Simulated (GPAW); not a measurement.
Crystal: GeW.

```
Ge W
1.0
     0.00000    2.57761    2.57761
     2.57761    0.00000    2.57761
     2.57761    2.57761    0.00000
Ge W
1 1
Direct
  0.50000 0.50000 0.50000
  0.00000 0.00000 0.00000
```

The cell was built by a generator and needn't be a form met in nature.

Program: GPAW 26.7.0. Alike in all runs: task single point; level PBE+U; potentials or basis GPAW PAW data sets (gpaw-data 1.2.1), pw; no spin polarisation; cell as given; k mesh 9 × 9 × 9; cutoff (eV) 600; smearing fermi-dirac 0.05 eV.

**Question.** Order these runs on this cell by their pressure, lowest first.
A. U W d U = 8 eV
B. U W d U = 2 eV
C. U W d U = 6 eV

**Answer.** B (1.0 GPa), C (7.0 GPa), A (35.1 GPa).

Caveats: U without spin polarisation on a metal has little footing; the U is typed as a test and isn't derived for this compound; a pressure of tens of GPa on the cell as given is suspect, and the run, the potentials or the cell itself is likely at fault (some runs).
